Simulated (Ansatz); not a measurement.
This script for Ansatz 0.2.0 through its Python package starts 6 runs on HK. What input does the engine get in each?

`field_hk.py`:
```python
import ansatz as az
import numpy as np

BASIS_SET = "def2-SVPD"
METHOD = "MP2"


def main() -> None:
    geometry_ang = [
        ("K", [0.0, 0.0, 0.0]),
        ("H", [0.0, 0.0, 2.265]),
    ]
    molecule = az.Crystal.molecule()
    for symbol, xyz in geometry_ang:
        molecule = molecule.atom(symbol, xyz)

    calc = molecule.calculation().basis(gaussian=BASIS_SET).correlation(METHOD).forces()
    centre = np.mean([site.position_ang for site in molecule.cartesian_sites], axis=0)
    field = 2 * 14.399645 * 2.0 / 30.0 ** 2


    def dipole(axis, sign):
        arm = 30.0 * np.eye(3)[axis]
        pair = [{"charge": sign * 2.0, "position_ang": (centre - arm).tolist()}, {"charge": -sign * 2.0, "position_ang": (centre + arm).tolist()}]
        deck = calc.input().set(az.key.basis.gaussian.point_charges, pair)
        return np.array(az.Session.from_dict(deck).plan().execute().report["charge_distribution"]["dipole_moment_e_ang"])


    print(f"field {field:.4f} V/A")
    alpha = np.array([(dipole(axis, 1) - dipole(axis, -1)) / (2 * field) * 14.399645 for axis in range(3)])
    print("polarisability tensor (A^3)")
    print(np.array2string(alpha, precision=3, suppress_small=True))
    print(f"mean {np.trace(alpha) / 3:.3f} A^3 = {np.trace(alpha) / 3 / 0.14818471:.2f} bohr^3")


if __name__ == "__main__":
    main()
```

Run 1:
```yaml
crystal:
  periodic: [false, false, false]
  atoms:
    - { symbol: K, position_ang: [0.0, 0.0, 0.0] }
    - { symbol: H, position_ang: [0.0, 0.0, 2.265] }
basis:
  gaussian:
    orbitals: def2-SVPD
    point_charges:
      - { charge: 2.0, position_ang: [-30.0, 0.0, 1.1325] }
      - { charge: -2.0, position_ang: [30.0, 0.0, 1.1325] }
correlation:
  method: mp2
output:
  forces: true
```

Run 2, against run 1:
```diff
-      - { charge: 2.0, position_ang: [-30.0, 0.0, 1.1325] }
-      - { charge: -2.0, position_ang: [30.0, 0.0, 1.1325] }
+      - { charge: -2.0, position_ang: [-30.0, 0.0, 1.1325] }
+      - { charge: 2.0, position_ang: [30.0, 0.0, 1.1325] }
```

Run 3, against run 1:
```diff
-      - { charge: 2.0, position_ang: [-30.0, 0.0, 1.1325] }
-      - { charge: -2.0, position_ang: [30.0, 0.0, 1.1325] }
+      - { charge: 2.0, position_ang: [0.0, -30.0, 1.1325] }
+      - { charge: -2.0, position_ang: [0.0, 30.0, 1.1325] }
```

Run 4, against run 1:
```diff
-      - { charge: 2.0, position_ang: [-30.0, 0.0, 1.1325] }
-      - { charge: -2.0, position_ang: [30.0, 0.0, 1.1325] }
+      - { charge: -2.0, position_ang: [0.0, -30.0, 1.1325] }
+      - { charge: 2.0, position_ang: [0.0, 30.0, 1.1325] }
```

Run 5, against run 1:
```diff
-      - { charge: 2.0, position_ang: [-30.0, 0.0, 1.1325] }
-      - { charge: -2.0, position_ang: [30.0, 0.0, 1.1325] }
+      - { charge: 2.0, position_ang: [0.0, 0.0, -28.8675] }
+      - { charge: -2.0, position_ang: [0.0, 0.0, 31.1325] }
```

Run 6, against run 1:
```diff
-      - { charge: 2.0, position_ang: [-30.0, 0.0, 1.1325] }
-      - { charge: -2.0, position_ang: [30.0, 0.0, 1.1325] }
+      - { charge: -2.0, position_ang: [0.0, 0.0, -28.8675] }
+      - { charge: 2.0, position_ang: [0.0, 0.0, 31.1325] }
```

```console
$ python field_hk.py
field 0.0640 V/A
polarisability tensor (A^3)
[[ 6.977  0.     0.   ]
 [ 0.     6.977  0.   ]
 [ 0.    -0.     7.946]]
mean 7.300 A^3 = 49.26 bohr^3
```

The geometry is a force-field or estimated start, not a minimum of this method, and the basis set is short of its limit. The field of two point charges is only nearly even. The whole script took 1.5 s on 1 thread of Arm Neoverse V2, with other jobs on the host, peak memory 0.15 GiB.

(Lines on the test bed's own set-up are left out of the output.)
